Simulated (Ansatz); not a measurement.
# GeH2: the cost of one run

Computed with Ansatz 0.2.0, Gaussian basis. Level: PBE0-D4/def2-TZVP structures, single points in def2-TZVPP, no counterpoise correction.

Levels: SPW92, PBE-D4, BLYP-D4, r2SCAN-D4, B97M-V, PBE0-D4, B3LYP-D4, r2SCAN0-D4, BHLYP-D4, CAM-B3LYP-D4, wB97X-V, wB97M-V, B2PLYP, PBE-QIDH, RPA on PBE, Hartree-Fock, MP2, CCSD, CCSD(T).

Correlated methods freeze the cores. Filled d shells of the heavier atoms are correlated. B3LYP uses VWN-RPA correlation. B2PLYP carries no dispersion term here.

95 further runs of the same task are left out: 1 that didn't finish, 94 set aside as unsound or not needed.

## Step 1: The starting structure

The complex: 5 atoms, charge 0, spin multiplicity 1.

Atoms are counted from 1 here; the program's logs count them from 0.

Bond lengths: Ge1–H2 1.945 Å, Ge1–H4 1.588 Å, Ge1–H5 1.588 Å, H2–H3 0.790 Å. Angles: H2–Ge1–H4 89.1°, H2–Ge1–H5 89.1°, H4–Ge1–H5 92.3°, Ge1–H2–H3 83.5°.

Geometry (Å):

```
Ge   -0.3731   -0.3366    0.8348
H     0.5907   -0.9019   -0.7571
H     0.5351   -0.1386   -0.9528
H    -1.3711    0.4805   -0.0909
H     0.6183    0.8966    0.9659
```

Its parts: GeH2 holds atoms 1, 4, 5; H2 holds atoms 2, 3. Each part counts its atoms afresh in its own runs.

## Step 2: Relaxing GeH2 alone

Contents of relax-a/in.yaml:

```yaml
crystal:
  periodic: [false, false, false]
  atoms:
    - {symbol: Ge, position_ang: [-0.373058, -0.336594, 0.834801]}
    - {symbol: H, position_ang: [-1.371122, 0.480486, -0.090876]}
    - {symbol: H, position_ang: [0.618326, 0.896556, 0.965921]}
basis:
  gaussian: {orbitals: def2-TZVP}
hamiltonian: {xc: pbe0, dispersion: d4}
relax: {f_tol: 0.005, max_steps: 200}
```

Started as:

```console
ansatz run in.yaml --threads 2 --pin off --events-out ev --progress --plain --max-ram 4352MiB
```

**Question.** How long does this run take on 2 threads of Arm Neoverse V1, shared host?

About 1.9 s.
